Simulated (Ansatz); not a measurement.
# C2H3FSSi: small, medium and large basis sets

One table from this session's results is given with a row withheld; the runs are named, their logs left out.

Method: one geometry, several basis sets; program: Ansatz 0.2.0, Gaussian basis.

The runs, in order: PBE0-D4/def2-SVP; ωB97M-V/def2-SVP; PBE0-D4/def2-QZVPP; ωB97M-V/def2-QZVPP; the functionals' def2-TZVPP values are taken from earlier runs.

### The relaxed structure

The geometry comes from an earlier relaxation with PBE0-D4 in a triple-zeta def2 set; it is a stationary point, not always the lowest conformer.

SMILES `FC1=CS[SiH2]1`, 8 atoms, charge 0, spin multiplicity 1.

Atoms are counted from 1 here; the program's logs count them from 0.

Bond lengths: F1–C2 1.331 Å, C2–C3 1.335 Å, C2–Si5 1.857 Å, C3–S4 1.793 Å, C3–H6 1.085 Å, S4–Si5 2.164 Å, Si5–H7 1.482 Å, Si5–H8 1.482 Å. Angles: F1–C2–C3 126.0°, F1–C2–Si5 136.4°, C3–C2–Si5 97.6°, C2–C3–S4 108.8°, C2–C3–H6 129.7°, S4–C3–H6 121.5°, C3–S4–Si5 75.0°, C2–Si5–S4 78.6°, C2–Si5–H7 117.5°, C2–Si5–H8 117.6°, S4–Si5–H7 114.9°, S4–Si5–H8 114.9°, H7–Si5–H8 110.2°.

The first run:

Contents of in.yaml:

```yaml
crystal:
  periodic: [false, false, false]
  atoms:
    - {symbol: F, position_ang: [-0.142604, 0.331127, 2.154481]}
    - {symbol: C, position_ang: [0.068410, 0.067893, 0.866465]}
    - {symbol: C, position_ang: [1.137868, -0.546463, 0.355305]}
    - {symbol: S, position_ang: [0.945065, -0.659522, -1.423221]}
    - {symbol: Si, position_ang: [-0.840309, 0.347207, -0.728821]}
    - {symbol: H, position_ang: [2.015848, -0.940774, 0.855994]}
    - {symbol: H, position_ang: [-0.990456, 1.745634, -1.196426]}
    - {symbol: H, position_ang: [-2.101623, -0.402102, -0.939576]}
basis:
  gaussian: {orbitals: def2-SVP}
hamiltonian: {xc: pbe0, dispersion: d4}
output: {orbitals: {seedname: orbitals}}
```

Run with:

```console
$ ansatz run in.yaml --threads 2 --pin off --events-out ev --progress --plain --max-ram 4352MiB
```

Steps of the session up to this table: PBE0-D4 in def2-SVP; ωB97M-V in def2-SVP; PBE0-D4 in def2-QZVPP; ωB97M-V in def2-QZVPP.

One table of the session follows, with a row left open; its other results are not shown here.

It belongs to the step «Functionals by basis». 

| functional | basis | HOMO (eV) |
| --- | --- | --- |
| PBE0-D4 | def2-SVP | -6.41 |
| PBE0-D4 | def2-TZVPP | -6.48 |
| PBE0-D4 | def2-QZVPP | ? |
| ωB97M-V | def2-SVP | -8.50 |
| ωB97M-V | def2-TZVPP | -8.60 |
| ωB97M-V | def2-QZVPP | -8.64 |

**Question.** Estimate the row for PBE0-D4, def2-QZVPP.

The run gave: HOMO (eV): -6.52. In the column «HOMO (eV)» it lies between ωB97M-V, def2-SVP (-8.50) and PBE0-D4, def2-TZVPP (-6.48).
